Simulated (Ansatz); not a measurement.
# C2H5FSb: the cost of one run

Computed with Ansatz 0.2.0 through its Python package. Level of theory: r2SCAN/def2-TZVP.

### Step 1. Starting point

Bond lengths: C1–Sb2 2.101 Å, Sb2–C3 2.151 Å, Sb2–F4 1.937 Å, C1–H5 1.166 Å, C1–H6 1.127 Å, C3–H7 1.057 Å, C3–H8 1.133 Å, C3–H9 1.172 Å. Angles: C1–Sb2–C3 90.5°, C1–Sb2–F4 93.8°, C3–Sb2–F4 91.8°, Sb2–C1–H5 110.4°, Sb2–C1–H6 113.6°, H5–C1–H6 105.8°, Sb2–C3–H7 112.2°, Sb2–C3–H8 108.4°, Sb2–C3–H9 110.1°, H7–C3–H8 112.1°, H7–C3–H9 108.4°, H8–C3–H9 105.4°.

The script holds or builds the structure itself.

### Step 2. The script

Contents of tae_c2h5fsb.py:

```python
"""Atomisation energy of C2H5FSb at the given geometry."""

from collections import Counter

import ansatz
from ase import Atoms


def energy(molecule, charge=0, unpaired=0):
    calc = (
        molecule.calculation()
        .basis(gaussian="def2-TZVP")  # the orbital basis, by name
        .functional("r2SCAN")
    )
    if charge:
        calc = calc.charge(charge)
    if unpaired:
        calc = calc.spin("collinear", total=unpaired)
    report = calc.run(threads=1, pin="off").report
    if report["published_state_doubts"]:
        print("  doubts:", report["published_state_doubts"])
    return report["free_energy_ev"]

atoms = Atoms(["C", "Sb", "C", "F", "H", "H", "H", "H", "H"], positions=[
    (-0.7804, 1.3645, -0.5309),
    (0.697, -0.0364, -1.05),
    (0.557, -0.9326, 0.9009),
    (-0.5761, -1.2967, -1.7874),
    (-1.1878, 1.8978, -1.4848),
    (-0.4057, 2.1861, 0.1433),
    (-0.4452, -1.1026, 1.1916),
    (1.1674, -1.8866, 0.9),
    (1.0622, -0.2399, 1.7002),
])
geometry = ansatz.Crystal.molecule_from_ase(atoms)

# unpaired electrons of the ground-state atoms
unpaired = {"C": 2, "Sb": 3, "F": 1, "H": 1}
counts = Counter(site.symbol for site in geometry.cartesian_sites)
atom_energy = {s: energy(ansatz.Crystal.molecule().atom(s, (0, 0, 0)), 0, unpaired[s]) for s in counts}
whole = energy(geometry, 0, 1)
for s, e in atom_energy.items():
    print(f"{s:2s} x{counts[s]}  {e:14.5f} eV")
print(f"C2H5FSb: {whole:.5f} eV")
split = sum(counts[s] * e for s, e in atom_energy.items()) - whole
print(f"atomisation energy (no zero-point term): {96.485332 * split:.1f} kJ/mol, {split / sum(counts.values()):.3f} eV an atom")
```

### Step 3. The calls as engine input

The engine receives this input (first run):

```yaml
crystal:
  periodic: [false, false, false]
  atoms:
    - { symbol: C, position_ang: [0.0, 0.0, 0.0] }
basis:
  gaussian:
    orbitals: def2-TZVP
hamiltonian:
  xc: r2scan
magnetization:
  spin_polarized: true
  initial_magnetization: 2.0
```

### Step 4. Launch

The run is started by

```sh
$ python tae_c2h5fsb.py
```

What time and memory should one allow on 1 thread of Arm Neoverse V1, shared host?

About 26 s, with a peak of 0.36 GiB.
